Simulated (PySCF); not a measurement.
# C4H5F3: the cost of one run

Programs: PySCF 2.14.0, with density-fitted response routines of our own. Each step states its level of theory. These are calculated values for one molecule in the gas phase, unless marked as measured. Atoms count from 0, in the outputs and in this text.

### Step 1. Starting geometry

12 atoms, charge 0, multiplicity 1; geometry from: GFN2-xTB. The atoms were then displaced at random by about 0.01 Å, so the start is not that level's minimum.

Bonds of the start (Å): C0–C1 1.50, C1–C2 1.48, C2–F3 1.33, C2–C4 1.34, C4–F5 1.33, C4–F6 1.34, C0–H7 1.10, C0–H8 1.12, C0–H9 1.08, C1–H10 1.08, C1–H11 1.10.

### Step 2. Relaxing the molecule at PBE0-D3(BJ)/def2-SVP

What the job is given:

```
{"job": {"xc": "PBE0", "basis": "def2-SVP", "d3": "d3bj", "grid": 1, "shake": 0.01, "kind": "geom"}, "charge": 0, "multiplicity": 1}
C     -1.527640     0.311030    -0.311190
C     -0.161030    -0.108440    -0.774190
C      0.645190    -0.566490     0.379120
F      0.298730    -1.716590     0.953070
C      1.711060     0.056950     0.891640
F      2.438870    -0.330870     1.932710
F      2.191590     1.206710     0.412330
H     -2.136940     0.608390    -1.182860
H     -1.480030     1.205550     0.360720
H     -2.045940    -0.472190     0.230110
H     -0.260330    -0.940900    -1.462330
H      0.366150     0.718590    -1.261620
```

Started as:

```console
> OMP_NUM_THREADS=1 python probes_run.py task.json out
```

One launch serves the whole session: the jobs run in the order shown.

**Question.** How long does this first job take on 1 thread of Arm Neoverse N1, shared host, and how much memory does it need?

About 80 s, with a peak of 0.51 GiB.
